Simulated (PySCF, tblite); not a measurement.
**C4H8NSeSi radical: geometry, infrared bands and EPR parameters**

What infrared bands and EPR parameters should C4H8NSeSi radical (`[SiH3]C[C@H]1C=C[Se][N]1`) show?

The runs use tblite 0.8.0 and PySCF 2.14.0, with density-fitted response routines of our own; the level of theory stands in each step. All values are computed, except where a source is named. Atoms are numbered from 0 throughout.

### 1 Starting geometry

15 atoms, charge 0, multiplicity 2; geometry from: force field or distance geometry start.

Bonds of the start (Å): Si0–C1 1.86, C1–C2 1.54, C2–C3 1.49, C3–C4 1.30, C4–Se5 1.90, Se5–N6 1.90, N6–C2 1.48, Si0–H7 1.48, Si0–H8 1.47, Si0–H9 1.48, C1–H10 1.12, C1–H11 1.10, C2–H12 1.12, C3–H13 1.10, C4–H14 1.08.

### 2 Geometry optimisation with GFN2-xTB

Job settings and geometry (Å):

```
{"job": {"kind": "relax", "xc": "GFN2-xTB", "basis": "xTB"}, "charge": 0, "multiplicity": 2}
Si    -2.385100    -0.221000     0.020800
C     -0.592900    -0.688600    -0.182100
C      0.354900     0.334600     0.478200
C      1.760700    -0.145000     0.432300
C      2.555700     0.414400    -0.437900
Se     1.685700     1.754800    -1.467400
N      0.256200     1.628300    -0.229600
H     -2.635600     1.070800    -0.646000
H     -3.233200    -1.260400    -0.584200
H     -2.721400    -0.097500     1.455200
H     -0.451200    -1.685400     0.309900
H     -0.363600    -0.797700    -1.253500
H      0.050300     0.488700     1.547200
H      2.113600    -0.952800     1.084800
H      3.601400     0.164900    -0.549700
```

The run is started by

```bash
$ OMP_NUM_THREADS=1 python probes_run.py task.json out
```

This one command runs all jobs of the session in turn.

The log of the run:

```text
step      E/eV     max force
  0    -554.48632    2.365
  1    -554.66998    1.741
  2    -554.78113    0.889
  3    -554.81175    0.521
  4    -554.83933    0.452
  5    -554.85673    0.509
  6    -554.87067    0.356
  7    -554.87680    0.210
  8    -554.88221    0.232
  9    -554.88648    0.151
 10    -554.88935    0.127
 11    -554.89117    0.127
 12    -554.89265    0.109
 13    -554.89405    0.091
 14    -554.89542    0.096
 15    -554.89688    0.110
 16    -554.89861    0.152
 17    -554.90046    0.151
 18    -554.90201    0.112
 19    -554.90315    0.087
 20    -554.90411    0.089
 21    -554.90506    0.083
 22    -554.90594    0.071
 23    -554.90666    0.082
 24    -554.90724    0.064
 25    -554.90774    0.060
 26    -554.90817    0.052
 27    -554.90853    0.040
 28    -554.90891    0.058
 29    -554.90939    0.068
 30    -554.90997    0.074
 31    -554.91050    0.058
 32    -554.91086    0.052
 33    -554.91112    0.054
 34    -554.91142    0.049
 35    -554.91180    0.050
 36    -554.91224    0.051
 37    -554.91264    0.047
 38    -554.91293    0.036
 39    -554.91313    0.033
 40    -554.91328    0.031
 41    -554.91340    0.030
 42    -554.91352    0.027
 43    -554.91365    0.036
 44    -554.91378    0.030
 45    -554.91391    0.028
 46    -554.91405    0.029
 47    -554.91420    0.038
 48    -554.91436    0.045
 49    -554.91453    0.038
 50    -554.91474    0.039
 51    -554.91503    0.042
 52    -554.91538    0.059
 53    -554.91575    0.056
 54    -554.91605    0.033
 55    -554.91626    0.032
 56    -554.91644    0.032
 57    -554.91660    0.035
 58    -554.91674    0.029
 59    -554.91687    0.033
 60    -554.91700    0.040
 61    -554.91714    0.036
 62    -554.91726    0.024
 63    -554.91732    0.021
 64    -554.91738    0.021
 65    -554.91746    0.037
 66    -554.91759    0.046
 67    -554.91777    0.042
 68    -554.91795    0.036
 69    -554.91811    0.036
 70    -554.91828    0.040
 71    -554.91849    0.048
 72    -554.91876    0.048
 73    -554.91904    0.055
 74    -554.91934    0.060
 75    -554.91970    0.058
 76    -554.92027    0.079
 77    -554.92083    0.072
 78    -554.92132    0.067
 79    -554.92151    0.044
 80    -554.92180    0.036
 81    -554.92200    0.028
 82    -554.92223    0.026
 83    -554.92236    0.022
 84    -554.92243    0.018
 85    -554.92249    0.019
 86    -554.92254    0.018
 87    -554.92259    0.013
 88    -554.92264    0.011
 89    -554.92267    0.012
 90    -554.92269    0.012
 91    -554.92272    0.010
 92    -554.92274    0.011
 93    -554.92278    0.012
 94    -554.92280    0.013
 95    -554.92283    0.013
 96    -554.92286    0.013
 97    -554.92290    0.016
 98    -554.92296    0.020
 99    -554.92303    0.020
100    -554.92308    0.018
101    -554.92314    0.020
102    -554.92320    0.022
103    -554.92331    0.022
104    -554.92349    0.022
105    -554.92364    0.023
106    -554.92369    0.018
107    -554.92373    0.016
108    -554.92377    0.018
109    -554.92383    0.019
110    -554.92387    0.015
111    -554.92390    0.009
```

Run time: 0.8 s. Hardware: 1 thread of Arm Neoverse V1, shared host.

Step by step: (not every step is listed)

| step | energy from step 0 (eV) | largest force (eV/Å) |
| --- | --- | --- |
| 0 | 0.0000 | 2.3653 |
| 1 | -0.1837 | 1.7408 |
| 2 | -0.2948 | 0.8893 |
| 3 | -0.3254 | 0.5211 |
| 4 | -0.3530 | 0.4523 |
| 5 | -0.3704 | 0.5094 |
| 6 | -0.3844 | 0.3561 |
| 7 | -0.3905 | 0.2104 |
| 8 | -0.3959 | 0.2322 |
| 17 | -0.4141 | 0.1509 |
| 26 | -0.4219 | 0.0524 |
| 35 | -0.4255 | 0.0503 |
| 44 | -0.4275 | 0.0301 |
| 53 | -0.4294 | 0.0559 |
| 62 | -0.4309 | 0.0239 |
| 71 | -0.4322 | 0.0482 |
| 80 | -0.4355 | 0.0361 |
| 89 | -0.4364 | 0.0120 |
| 98 | -0.4366 | 0.0197 |
| 106 | -0.4374 | 0.0185 |
| 107 | -0.4374 | 0.0157 |
| 108 | -0.4375 | 0.0179 |
| 109 | -0.4375 | 0.0189 |
| 110 | -0.4375 | 0.0149 |
| 111 | -0.4376 | 0.0087 |

Close pairs (by a distance rule), those that changed most:

| bond | before (Å) | after (Å) | change (Å) |
| --- | --- | --- | --- |
| Se5–N6 | 1.895 | 1.745 | -0.150 |
| C2–N6 | 1.478 | 1.431 | -0.047 |
| Si0–C1 | 1.863 | 1.905 | +0.042 |
| C1–H10 | 1.121 | 1.090 | -0.030 |
| C3–C4 | 1.305 | 1.331 | +0.026 |
| C2–H12 | 1.122 | 1.101 | -0.021 |
| C3–H13 | 1.097 | 1.077 | -0.019 |
| Si0–H7 | 1.475 | 1.457 | -0.018 |

The next job starts from the end point, and lists it.

### 3 Vibrational analysis with GFN2-xTB

Job settings and geometry (Å):

```
{"job": {"kind": "ir", "xc": "GFN2-xTB", "basis": "xTB"}, "charge": 0, "multiplicity": 2}
Si    -2.366451    -0.098322    -0.094244
C     -0.606606    -0.825956    -0.044483
C      0.388827     0.198887     0.532989
C      1.803957    -0.239947     0.315101
C      2.531930     0.560636    -0.459657
Se     1.511069     2.067929    -0.975513
N      0.147410     1.478957    -0.060105
H     -2.487053     0.886386    -1.161656
H     -3.271386    -1.225967    -0.357052
H     -2.680173     0.473951     1.213936
H     -0.564559    -1.736999     0.553084
H     -0.285172    -1.082015    -1.055643
H      0.172503     0.281145     1.609846
H      2.150702    -1.166929     0.740857
H      3.550591     0.436233    -0.779372
```

The log of the run:

```text
mode    cm-1     km/mol
  1      31.9      1.10
  2      83.5      4.63
  3     130.4      1.38
  4     144.6      5.97
  5     263.0      2.20
  6     369.8      9.06
  7     414.5      4.04
  8     471.6     14.63
  9     516.3     32.93
 10     559.5     46.34
 11     569.5     21.66
 12     710.2      1.89
 13     722.7     22.24
 14     751.1      5.37
 15     758.0     79.98
 16     779.5    140.20
 17     781.3    116.00
 18     793.7    406.09
 19     819.9    104.13
 20     828.8     23.08
 21     927.5     15.01
 22    1015.6      2.14
 23    1033.7      6.36
 24    1072.1      8.53
 25    1125.7      6.68
 26    1181.2     11.86
 27    1208.8     21.46
 28    1242.2      4.92
 29    1268.0      9.43
 30    1470.9      3.58
 31    1577.9      7.39
 32    2213.4    391.87
 33    2274.7    253.72
 34    2317.3    225.43
 35    2827.7     39.66
 36    2970.7     50.90
 37    2980.2     31.78
 38    3095.7     10.97
 39    3116.5     20.98
```

It took 0.54 s on 1 thread of Arm Neoverse V1, shared host.

The strongest bands and the atoms that carry them (share of the mass-weighted mode):

| cm⁻¹ | km/mol | atoms |
| --- | --- | --- |
| 758 | 80.0 | H9 38 %, H7 34 % |
| 780 | 140.2 | H7 24 %, H9 17 %, C1 13 %, N6 10 % |
| 781 | 116.0 | H8 46 %, H9 21 %, H7 19 % |
| 794 | 406.1 | H8 28 %, Si0 19 %, H7 16 %, H9 13 % |
| 820 | 104.1 | H14 16 %, C1 16 %, H11 15 %, H10 14 % |
| 2213 | 391.9 | H8 97 % |
| 2275 | 253.7 | H9 97 % |
| 2317 | 225.4 | H7 97 % |

### 4 EPR parameters: B3LYP/def2-TZVP-core+pcH-1

Settings changed since step 3:

```diff
@@ -1,2 +1,2 @@
-{"job": {"kind": "ir", "xc": "GFN2-xTB", "basis": "xTB"}, "charge": 0, "multiplicity": 2}
+{"job": {"kind": "epr", "basis": "pcH-1"}, "charge": 0, "multiplicity": 2}
 Si    -2.366451    -0.098322    -0.094244
```

With the program's defaults for keys left out, this is: UKS B3LYP, def2-TZVP-core on Se, pcH-1 on C H N Si, non-relativistic, mean-field spin-orbit, GIAO.

The log of the run:

```text
UKS, coarse grid
  cycle   1  E = -2902.91859293  |g| = 1.52e+00
  cycle   2  E = -2902.67002151  |g| = 1.05e+00
  cycle   3  E = -2902.67107110  |g| = 9.00e-01
  cycle   4  E = -2903.01781495  |g| = 2.18e-01
  cycle   5  E = -2903.03505216  |g| = 6.84e-02
  cycle   6  E = -2903.03723774  |g| = 2.50e-02
  cycle   7  E = -2903.03759053  |g| = 6.86e-03
  cycle   8  E = -2903.03761956  |g| = 3.65e-03
  cycle   9  E = -2903.03762988  |g| = 1.07e-03
  cycle  10  E = -2903.03763317  |g| = 4.82e-04
UKS, final grid
  cycle   1  E = -2903.03766069  |g| = 5.68e-04
  cycle   2  E = -2903.03766021  |g| = 1.18e-03
  cycle   3  E = -2903.03766086  |g| = 1.50e-04
  cycle   4  E = -2903.03766087  |g| = 5.91e-05
  cycle   5  E = -2903.03766088  |g| = 4.07e-05
  cycle   6  E = -2903.03766088  |g| = 1.58e-05
E = -2903.03766088 Eh   <S^2> = 0.7568 (exact 0.7500)
g shifts (ppm)      1          2          3
  rmc          -234       -234       -234
  gc            -19         46         40
  oz_so        -896       3268      29726
  total       -1148       3081      29533
hyperfine (MHz)  atom isotope    a_iso     a_fc   dipolar eigenvalues
    0  29Si       1.82       1.82     -0.72      0.19      0.52
    1   13C      80.13      80.16     -5.89     -5.59     11.49
    2   13C     -29.10     -29.18     -3.04      0.14      2.90
    3   13C       6.37       6.27     -7.47     -4.87     12.35
    4   13C     -12.26     -12.37     -6.69      2.64      4.05
    5  77Se     -36.99     -18.64   -147.94   -116.64    264.58
    6   14N      30.47      29.02    -32.43    -31.83     64.26
    7    1H       1.13       1.14     -2.35     -2.04      4.39
    8    1H      -0.81      -0.81     -0.90     -0.66      1.55
    9    1H       0.05       0.06     -1.54     -1.45      2.99
   10    1H       4.08       4.10     -3.58     -1.94      5.51
   11    1H      -4.58      -4.58     -4.39     -1.96      6.35
   12    1H     127.10     127.07     -5.00     -3.23      8.24
   13    1H      -6.53      -6.59     -3.91     -1.46      5.38
   14    1H       1.65       1.65     -1.78     -0.60      2.39
```

Run time: 5.8 min. Hardware: 1 thread of Arm Neoverse V1, shared host; peak memory 1.4 GiB.

Principal g values 2.00117, 2.00540, 2.03185; g(iso) = 2.01281, against 2.00232 for a free electron.

Mean a(iso) over the nuclei that a row names, and the largest dipolar term of the row (other rows stand at the frozen geometry):

| nuclei | isotope | a(iso) (MHz) | a(iso) (G, at g = 2.0023) | largest dipolar term (MHz) |
| --- | --- | --- | --- | --- |
| H12 | 1H | 127.1 | 45.4 | 8.2 |
| C1 | 13C | 80.1 | 28.6 | 11.5 |
| Se5 | 77Se | -37.0 | -13.2 | 264.6 |
| N6 | 14N | 30.5 | 10.9 | 64.3 |
| C2 | 13C | -29.1 | -10.4 | -3.0 |
| C4 | 13C | -12.3 | -4.4 | -6.7 |
| H13 | 1H | -6.5 | -2.3 | 5.4 |
| C3 | 13C | 6.4 | 2.3 | 12.3 |
| H11 | 1H | -4.6 | -1.6 | 6.4 |
| H10 | 1H | 4.1 | 1.5 | 5.5 |
| Si0 | 29Si | 1.8 | 0.7 | -0.7 |
| H14 | 1H | 1.7 | 0.6 | 2.4 |
| H7, H8, H9 | 1H | 0.1 | 0.0 | 4.4 |

Mulliken spin populations:

Si0 0.00; C1 0.05; C2 -0.05; C3 0.08; C4 -0.06; Se5 0.26; N6 0.65; H7 0.00; H8 0.00; H9 0.00; H10 0.01; H11 0.00; H12 0.06; H13 0.00; H14 0.00

In first order the couplings over 0.8 MHz of 1H, 14N give 96 distinct lines over 73.1 G, if the averaged nuclei exchange fast.

The fields below are evaluated on a grid from the run's orbitals.

ELF in a plane through or near 6 of the atoms.

Ten even steps from '0' (0.00) to '9' (1.00):
```
0000000000000000000000000000
0000000012100000000000000000
0000001467730000000000000000
0000003688851000002200000000
0000003785352010017851000000
0000002536624564059984000000
0000001434647885079984000000
0000123687456772067762100000
0001787646215520113212100000
0002999365424443717615530000
0001898578386784871169982000
0000242244264661484499993000
0000000058841267842279982000
0000000399950299960015640000
0000000399930199970001100000
0000000058700069930000000000
0000000000000002200000000000
0000000000000000000000000000
0000000000000000000000000000
0000000000000000000000000000
```
The map spans 12.4 Å across and 9.3 Å up, centred on the molecule. Atoms in the plane (x, y in Å): Si0 (2.4, 0.3), C1 (0.7, -0.7), C3 (-1.7, -0.6), C4 (-2.6, 0.3), Se5 (-1.8, 2.0), H10 (0.8, -1.7).

log10 of the density (e/Å³) in the same plane.

Ten even steps from '0' (-4.0) to '9' (2.8):
```
0000000111110000000000000000
0000001222221100000000000000
0000012334433211011110000000
0000123445543322122211000000
0000123456654333223322100000
0000123568965544344433210000
0001234557865554445543220000
0001334555555654455554321000
0012345565555554456654331100
0012455676555555558855432100
0012345566655566655655432100
0001334456755567655555432100
0001223455654556654444432100
0000112345543456543333221000
0000012344433345533222210000
0000001223322233322111000000
0000000112111122211000000000
0000000000000011100000000000
0000000000000000000000000000
0000000000000000000000000000
```
The map spans 12.4 Å across and 9.3 Å up, centred on the molecule. Atoms in the plane (x, y in Å): Si0 (2.4, 0.3), C1 (0.7, -0.7), C3 (-1.7, -0.6), C4 (-2.6, 0.3), Se5 (-1.8, 2.0), H10 (0.8, -1.7).

On the surface of density 0.002 e/bohr³ the electrostatic potential runs, from the 1st to the 99th percentile, from -1.40 V near N6 to 1.29 V near H14.

The spin density lies nearest to N6 50 %; Se5 28 %.

### 5 Results

| quantity | value |
| --- | --- |
| strongest single infrared mode (GFN2-xTB) | 794 cm⁻¹, 406 km/mol |
| zero-point energy (GFN2-xTB) | 64.9 kcal/mol |
| g(iso) (B3LYP) | 2.01281 |
| ⟨S²⟩ | 0.757 (exact 0.75) |
| largest a(iso) (averaged by class) | 1H on H12, 127.1 MHz |
| surface potential, 1st and 99th percentile | -1.40 V and 1.29 V |

In words: The optimisation took 111 steps and gained 0.438 eV; among the close pairs (by a distance rule), Se5–N6 changed most, from 1.895 to 1.745 Å. All 39 modes are real, so the xTB geometry is a minimum. The strongest single mode, at 794 cm⁻¹, is spread over several atoms, H8, Si0, H7, H9 among them. Unscaled tight-binding wavenumbers are off by several per cent, some by more. Its intensities can rank the bands wrongly. N6 carries the largest spin population, 0.65 e. The isotropic g lies 10.5 ppt above the free-electron value. The hyperfine terms hold no scalar relativity, which the heavier nuclei need.
